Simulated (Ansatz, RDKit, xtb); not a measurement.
# Isomers of C3H6N2OSi, a sample narrowed down

Which of a sample of isomers of C3H6N2OSi is the most stable in the gas at 298.15 K, and what are its properties? The sample is small against all isomers, and the most stable one of this formula need not be in it.

The funnel: GFN2-xTB relaxations, single points with a density functional, relaxations at PBE-D3(BJ)/def2-SVP, harmonic vibrations (at GFN2-xTB), and a last energy at a higher level. All values are calculated.

### 1 Candidates

Isomers were taken from a list of plausible structures; this is a sample, not all of them. That gives 6 candidates.

```tsv
label	SMILES	spin
c159	On1cc([SiH3])cn1	singlet
c322	On1ccc([SiH3])n1	singlet
c495	Oc1cnn([SiH3])c1	singlet
c607	Oc1cn[nH]c1[SiH3]	singlet
c624	On1nccc1[SiH3]	singlet
c702	Oc1c[nH]nc1[SiH3]	singlet
```

Candidates are built by distance geometry, with a force field where one applies, in up to four conformers (letters a to d).

Q: Predict the outcome of this search (final energies at CCSD(T)/def2-SVP + MP2/def2-TZVPP - MP2/def2-SVP).

| quantity | value |
| --- | --- |
| lowest structure found | Oc1cnn([SiH3])c1, singlet |
| next finalist | Oc1cn[nH]c1[SiH3], singlet, 8.1 kcal/mol higher in G |
| share at equilibrium, among the finalists | 100.0 % |

`Oc1cnn([SiH3])c1` comes out lowest. Among the finalists first place is clear (8.1 kcal/mol); structures outside the list aren't covered. GFN2-xTB, HF/STO-3G, r2SCAN-D4/def2-SVP, PBE-D3(BJ)/def2-SVP, HF/def2-SVP and MP2/def2-SVP already put its bonding pattern lowest among the structures in one piece. It still has an imaginary mode, so it is no strict minimum; a nearby shape lies a little lower. The search is not exhaustive (a finite list of starts, one conformer a finalist), so a lower isomer can't be ruled out. Only 6 drawn patterns were tried, so whole families of isomers are missing, and the result ranks this sample alone.
